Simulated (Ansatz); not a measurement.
**GeH₄: a rigid scan of the angle H3–Ge1–H5**

Aim: the energy along the angle H3–Ge1–H5, from CCSD(T) and from cheaper methods, relative to the minimum. No other atom is relaxed.

Program: Ansatz 0.2.0, Gaussian basis. Level of theory: single points in def2-TZVPP. These are calculated values, not measurements.

Levels: PBE-D4, r2SCAN-D4, PBE0-D4, B3LYP-D4, wB97M-V, Hartree-Fock, MP2, CCSD, CCSD(T). The scan takes 79.5, 87.0, 94.5, 102.0, 109.5, 117.0, 124.5, 132.0, 139.5°.

Correlated methods freeze the cores. Filled d shells of the heavier atoms are correlated. B3LYP uses VWN-RPA correlation.

19 further runs of the same task are left out: 19 set aside as unsound or not needed.

### 1 The system as given

The minimum, relaxed at PBE0-D4: SMILES `[GeH4]`, 5 atoms, charge 0, spin multiplicity 1.

Atoms are counted from 1 here; the program's logs count them from 0.

Bond lengths: Ge1–H2 1.534 Å, Ge1–H3 1.534 Å, Ge1–H4 1.534 Å, Ge1–H5 1.534 Å. Angles: H2–Ge1–H3 109.5°, H2–Ge1–H4 109.5°, H2–Ge1–H5 109.5°, H3–Ge1–H4 109.5°, H3–Ge1–H5 109.5°, H4–Ge1–H5 109.5°.

Geometry (Å):

```
Ge    0.0001    0.0001    0.0000
H     1.1481   -0.7563    0.6806
H    -1.2388   -0.0300    0.9042
H    -0.3292   -0.6691   -1.3406
H     0.4198    1.4554   -0.2441
```

Energies of the minimum (eV), from earlier single points: PBE-D4 -56574.10681, r2SCAN-D4 -56582.67557, PBE0-D4 -56575.75418, B3LYP-D4 -56584.59117, wB97M-V -56579.31623, CCSD(T) -56544.89219.

At the minimum the angle H3–Ge1–H5 is 109.5°.

### 2 H3–Ge1–H5 = 79.5°

ccsdt-tzvpp/in.yaml

```yaml
crystal:
  periodic: [false, false, false]
  atoms:
    - {symbol: Ge, position_ang: [0.000062, 0.000070, -0.000034]}
    - {symbol: H, position_ang: [1.148134, -0.756324, 0.680597]}
    - {symbol: H, position_ang: [-1.069568, 0.739767, 0.813641]}
    - {symbol: H, position_ang: [-0.329182, -0.669134, -1.340632]}
    - {symbol: H, position_ang: [0.419817, 1.455363, -0.244116]}
basis:
  gaussian: {orbitals: def2-TZVPP}
correlation: {method: ccsd_t}
```

The command line of these runs was not kept.

After this run come: H3–Ge1–H5 = 87.0°; H3–Ge1–H5 = 94.5°; H3–Ge1–H5 = 102.0°; H3–Ge1–H5 = 109.5°; H3–Ge1–H5 = 117.0°; H3–Ge1–H5 = 124.5°; H3–Ge1–H5 = 132.0°; H3–Ge1–H5 = 139.5°.

Before running it: what results should come out? Wanted: highest point, CCSD(T); lowest point, CCSD(T); minimum along the scan, CCSD(T); RMS deviation from CCSD(T); largest T1 diagnostic.

As calculated:

| quantity | value |
| --- | --- |
| highest point, CCSD(T) | 56.5 kJ/mol at 79.5° |
| lowest point, CCSD(T) | 0.0 kJ/mol at 109.5° |
| minimum along the scan, CCSD(T) | 109.5° |
| curvature there | 1.26 meV/deg² |
| RMS deviation from CCSD(T) | PBE-D4 2.6, r2SCAN-D4 0.9, PBE0-D4 0.9, B3LYP-D4 0.6, wB97M-V 0.5, Hartree-Fock 4.9, MP2 1.0, CCSD 0.5 kJ/mol |
| largest T1 diagnostic | 0.012 |

A polynomial through the near points puts the CCSD(T) minimum at the PBE0-D4 value. Curvature against CCSD(T): PBE-D4 -9 %, Hartree-Fock +15 %. wB97M-V follows the CCSD(T) curve best and Hartree-Fock worst.
